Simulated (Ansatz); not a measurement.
# Ta3TiN4: the cost of one run

Program: Ansatz 0.2.0. Level of theory: DFT PBE, scalar-relativistic, plane waves, PAW, unless a step names another level. These are calculated values, not measurements.

## Step 1: The structure to begin with

Symmetry: P-6m2, No. 187, hexagonal system. Conventional cell: a = 2.943 Å, b = 2.943 Å, c = 11.383 Å, α = 90.00°, β = 90.00°, γ = 120.00°. Ti (site symmetry -6m2) has 6 N at 2.20 Å as nearest neighbours. Ta (site symmetry -6m2) is surrounded by 6 N at 2.23 Å. Ta (site symmetry 3m) has 6 N at 2.20 to 2.24 Å as nearest neighbours. Around N (site symmetry 3m) lie 6 Ta at 2.23 to 2.24 Å. N (site symmetry 3m) has 3 Ti at 2.20 Å and 3 Ta at 2.20 Å as nearest neighbours.

Structure file:

```
Ti Ta N
1.0
     2.94270    0.00000    0.00000
    -1.47135    2.54845    0.00000
     0.00000    0.00000   11.38258
Ti Ta N
1 3 4
Direct
  0.00000 0.00000 0.50000
  0.00000 0.00000 0.00000
  0.00000 0.00000 0.25496
  0.00000 0.00000 0.74504
  0.66667 0.33333 0.87328
  0.66667 0.33333 0.12672
  0.66667 0.33333 0.37788
  0.66667 0.33333 0.62212
```

It is the end of an earlier relaxation with the same method, from a generated guess; it is a trial structure. At a tolerance of 0.05 Å it has space group P-6m2 (No. 187); it has 10.67 Å³/atom, an uncorrected energy of -1.20 eV/atom over the elements and, on its mesh, gap none (metal).

## Step 2: Elastic constants, atoms relaxed

Input file input.yaml:

```yaml
crystal:
  lattice:
    - [2.9432056802, -2.89e-08, 0.0]
    - [-1.4716028151, 2.548890902, 0.0]
    - [0.0, 0.0, 11.3894197639]
  atoms:
    - { symbol: Ti, position: [0.0, 0.0, 0.5] }
    - { symbol: Ta, position: [0.0, 0.0, 0.0] }
    - { symbol: Ta, position: [0.0, 0.0, 0.2548056163] }
    - { symbol: Ta, position: [0.0, 0.0, 0.7451943837] }
    - { symbol: "N", position: [0.6666666667, 0.3333333333, 0.8734805257] }
    - { symbol: "N", position: [0.6666666667, 0.3333333333, 0.1265194743] }
    - { symbol: "N", position: [0.6666666667, 0.3333333333, 0.3775870095] }
    - { symbol: "N", position: [0.6666666667, 0.3333333333, 0.6224129905] }
basis:
  ecutwfc: 420
kpoints:
  mp_grid: { grid: [12, 12, 4] }
hamiltonian:
  xc: pbe
scf:
  occupations: { method: fermi_dirac, width: 0.15 }
output:
  forces: true
  stress: true
  eigenvalues: true
elastic:
  mode: relaxed_ion
  amplitude: 0.005
  stencil: two_point
```

On the command line:

```console
ansatz run input.yaml --threads 4 --pin off --max-ram 8192MiB --backend cpu --events-out ev --progress --plain --runs-dir out
```

**Question.** How long does this run take on 4 threads of Arm Neoverse V2, shared host, and how much memory does it need?

About 9.7 min, with a peak of 1.1 GiB.
